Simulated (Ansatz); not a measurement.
# AlCu: pressure up to the limit of the methods

One table from this session's results is given with a row withheld; the runs are named, their logs left out.

Program: Ansatz 0.2.0. Level of theory: DFT PBEsol, with the methods named in each step. These are calculated values, not measurements.

### Starting point

It takes space group Fm-3m (No. 225, cubic). Conventional cell: a = 5.038 Å, b = 5.038 Å, c = 5.038 Å, α = 90.00°, β = 90.00°, γ = 90.00°. Cu (site symmetry m-3m) has 6 Al at 2.52 Å as nearest neighbours. Around Al (site symmetry m-3m) lie 6 Cu at 2.52 Å.

Coordinates:

```xyz
2
Lattice="0.0000 2.5190 2.5190 2.5190 0.0000 2.5190 2.5190 2.5190 0.0000" Properties=species:S:1:pos:R:3 pbc="T T T"
Cu    0.0000    0.0000    0.0000
Al    2.5190    2.5190    2.5190
```

Whether this phase is the stable one at these pressures isn't tested.

Atoms are numbered in the order of the input: Cu1, Al2.

Set-up of the first run:

input.yaml reads:

```yaml
crystal:
  lattice:
    - [0.0, 2.5189918944, 2.5189918944]
    - [2.5189918944, 0.0, 2.5189918944]
    - [2.5189918944, 2.5189918944, 0.0]
  atoms:
    - { symbol: Cu, position: [0.0, 0.0, 0.0] }
    - { symbol: Al, position: [0.5, 0.5, 0.5] }
kpoints:
  mp_grid: { grid: [14, 14, 14] }
scf:
  occupations: { method: fermi_dirac, width: 0.1 }
hamiltonian:
  xc: pbesol
  pseudopotentials: { kind: paw }
output:
  forces: true
  stress: true
relax:
  f_tol: 0.005
  max_steps: 40
  cell: {}
```

Command:

```bash
$ ansatz run input.yaml --threads 1 --pin off --max-ram 2048MiB --backend cpu --events-out ev --progress --plain --runs-dir out
```

Among the steps run: Cell relaxed at zero pressure, PAW; Volume scaled by 1, PAW; Volume scaled by 0.94, PAW; Volume scaled by 0.94, PAW (partial_waves polarizable); Volume scaled by 0.88, PAW; Volume scaled by 0.8, PAW; Volume scaled by 0.72, PAW; Volume scaled by 0.64, PAW; Volume scaled by 0.64, PAW (cutoff 600 eV); Volume scaled by 0.55, PAW; Volume scaled by 0.55, PAW (core large).

One table of the session follows, with a row left open; its other results are not shown here.

 The rows PAW, 0.55 and PAW (core large), 0.55 agree to the last digit and may rest on the same set-up.

| method | volume over the first | volume (Å³/atom) | pressure (GPa) |
| --- | --- | --- | --- |
| PAW | 1 | 15.468 | 0.00 |
| PAW | 0.94 | 14.540 | 6.34 |
| PAW | 0.88 | ? | ? |
| PAW | 0.8 | 12.374 | 32.62 |
| PAW | 0.72 | 11.137 | 60.33 |
| PAW | 0.64 | 9.899 | 105.37 |
| PAW | 0.55 | 8.507 | 193.94 |
| PAW (core large) | 0.55 | 8.507 | 193.94 |
| PAW (cutoff 600 eV) | 0.64 | 9.899 | 105.34 |
| PAW (partial_waves polarizable) | 0.94 | 14.540 | 6.34 |

Estimate the missing values for PAW, 0.88.

As computed: volume (Å³/atom): 13.612; pressure (GPa): 15.16. In the column «volume (Å³/atom)» it lies between PAW, 0.8 (12.374) and PAW, 0.94 (14.540).

Caveats from the session: A fit over so wide a range leans to the high pressures, so B₀ can be off by several per cent. Warnings in the runs' records: datasets by core.
